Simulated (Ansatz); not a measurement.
# BH₄NSSi: how energies converge with the basis set

One table from this session's results is given with a row withheld; the runs are named, their logs left out.

The runs use Ansatz 0.2.0, Gaussian basis; one geometry, several basis sets.

Plan: PBE0-D4/def2-SVP; ωB97M-V/def2-SVP; PBE0-D4/def2-QZVPP; ωB97M-V/def2-QZVPP; the functionals' def2-TZVPP values are taken from earlier runs.

1 further run of the same task is left out (it didn't finish).

### The relaxed structure

An earlier PBE0-D4 in a triple-zeta def2 set relaxation fixed the geometry.

8 atoms, charge 0, spin multiplicity 1.

Atoms are counted from 1 here; the program's logs count them from 0.

Bond lengths: N1–B2 1.381 Å, N1–H5 1.007 Å, N1–H6 1.004 Å, B2–Si3 1.930 Å, B2–S4 1.806 Å, Si3–S4 2.163 Å, Si3–H7 1.484 Å, Si3–H8 1.484 Å. Angles: B2–N1–H5 123.1°, B2–N1–H6 122.5°, H5–N1–H6 114.3°, N1–B2–Si3 154.1°, N1–B2–S4 135.2°, Si3–B2–S4 70.7°, B2–Si3–S4 52.0°, B2–Si3–H7 124.1°, B2–Si3–H8 124.1°, S4–Si3–H7 114.8°, S4–Si3–H8 114.7°, H7–Si3–H8 110.7°, B2–S4–Si3 57.3°.

The first run:

in.yaml reads:

```yaml
crystal:
  periodic: [false, false, false]
  atoms:
    - {symbol: N, position_ang: [-0.610155, 1.583461, -0.302397]}
    - {symbol: B, position_ang: [-0.166143, 0.275486, -0.280383]}
    - {symbol: Si, position_ang: [0.608923, -1.281224, 0.556670]}
    - {symbol: S, position_ang: [-0.081631, -1.068972, -1.482527]}
    - {symbol: H, position_ang: [-1.004075, 2.017230, -1.120919]}
    - {symbol: H, position_ang: [-0.566061, 2.182659, 0.502592]}
    - {symbol: H, position_ang: [2.067817, -1.511040, 0.697664]}
    - {symbol: H, position_ang: [-0.156575, -2.254800, 1.373499]}
basis:
  gaussian: {orbitals: def2-SVP}
hamiltonian: {xc: pbe0, dispersion: d4}
output: {orbitals: {seedname: orbitals}}
```

Among the steps run: PBE0-D4 in def2-SVP; ωB97M-V in def2-SVP; PBE0-D4 in def2-QZVPP; ωB97M-V in def2-QZVPP.

One of the session's tables, all rows but one given; the rest of the session is left out.

It belongs to the step «Functionals by basis». 

| functional | basis | HOMO (eV) | LUMO (eV) |
| --- | --- | --- | --- |
| PBE0-D4 | def2-SVP | -6.88 | -0.05 |
| PBE0-D4 | def2-TZVPP | -6.93 | -0.35 |
| PBE0-D4 | def2-QZVPP | -6.95 | -0.44 |
| ωB97M-V | def2-SVP | -8.87 | 2.06 |
| ωB97M-V | def2-TZVPP | ? | ? |
| ωB97M-V | def2-QZVPP | -8.99 | 1.16 |

Estimate the missing values for ωB97M-V, def2-TZVPP.

**Answer.** HOMO (eV): -8.96; LUMO (eV): 1.54. In the column «HOMO (eV)» it lies between ωB97M-V, def2-QZVPP (-8.99) and ωB97M-V, def2-SVP (-8.87).
